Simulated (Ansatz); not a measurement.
The system is GaCuSe2.

```
Se Ga Cu
1.0
    -2.80955    2.80955    5.51300
     2.80955   -2.80955    5.51300
     2.80955    2.80955   -5.51300
Se Ga Cu
4 2 2
Direct
  0.12562 0.62500 0.00062
  0.87500 0.87438 0.49938
  0.62438 0.12500 0.99938
  0.37500 0.37562 0.50062
  0.25000 0.75000 0.50000
  0.50000 0.50000 0.00000
  0.75000 0.25000 0.50000
  0.00000 0.00000 0.00000
```

Base run:

```yaml
Program: Ansatz 0.2.0
Functional: PBE
Potentials_or_basis: all-electron LAPW, scalar-relativistic
Cutoff: 297 eV
Density_cutoff: 1190 eV
Basis_error_allowed: 0.002 eV/atom
k_mesh: 7 × 7 × 7
Occupations: fermi-dirac, width 0.05 eV
Spin: no spin polarisation
```

Its results: band gap on the k mesh 0.24 eV, direct; pressure 2.9 GPa; largest force 0.389 eV/Å.

Question: The run is repeated on the same cell with these changes: functional from PBE to PBEsol. What comes out?

Answer: Band gap on the k mesh 0.16 eV, direct; pressure -0.7 GPa; largest force 0.432 eV/Å.

PBEsol binds more tightly than PBE, so the same cell stands under less pressure.

Not every run made on this cell is shown here.
